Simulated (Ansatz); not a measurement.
# B2H4OSi: the cost of one run

Method: RKS revPBE-D4/6-31G*, in Ansatz 0.2.0.

## (1) The system as given

Bond lengths: B1–B2 1.596 Å, B2–Si3 1.952 Å, Si3–O4 1.514 Å, B1–H5 1.176 Å, B1–H6 1.175 Å, B2–H7 1.174 Å, Si3–H8 1.479 Å. Angles: B1–B2–Si3 117.0°, B1–B2–H7 126.9°, Si3–B2–H7 116.1°, B2–B1–H5 123.6°, B2–B1–H6 122.2°, H5–B1–H6 114.1°, B2–Si3–O4 124.4°, B2–Si3–H8 115.3°, O4–Si3–H8 120.2°.

Structure file:

```xyz
8

B    -1.2397    0.7520   -0.4524
B     0.2041    0.1249   -0.7149
Si    1.0584   -0.7880    0.7846
O     0.8147   -2.2347    1.1571
H    -1.4109    1.8370   -0.0334
H    -2.2274    0.1323   -0.5957
H     0.8065    0.1388   -1.7229
H     1.9942    0.0377    1.5775
```

## (2) End point A

input.yaml

```yaml
crystal:
  periodic: [false, false, false]
  atoms:
    - { symbol: B, position_ang: [-1.23972, 0.75195, -0.45239] }
    - { symbol: B, position_ang: [0.20409, 0.12489, -0.71493] }
    - { symbol: Si, position_ang: [1.05844, -0.78801, 0.78457] }
    - { symbol: O, position_ang: [0.81475, -2.23466, 1.15712] }
    - { symbol: H, position_ang: [-1.41086, 1.83701, -0.03338] }
    - { symbol: H, position_ang: [-2.22742, 0.13232, -0.59569] }
    - { symbol: H, position_ang: [0.80648, 0.13884, -1.72286] }
    - { symbol: H, position_ang: [1.99423, 0.03767, 1.57754] }
basis:
  gaussian: { orbitals: "6-31G*" }
hamiltonian:
  xc: revpbe
  dispersion: d4
relax:
  f_tol: 0.02
  max_steps: 50
```

Started as:

```sh
$ ansatz run input.yaml --threads 1 --pin off --max-ram 2048MiB --backend cpu --events-out ev --progress --plain --runs-dir out
```

**Question.** How long does this run take on 1 thread of Arm Neoverse N1, shared host, and how much memory does it need?

About 20 s, with a peak of 0.14 GiB.
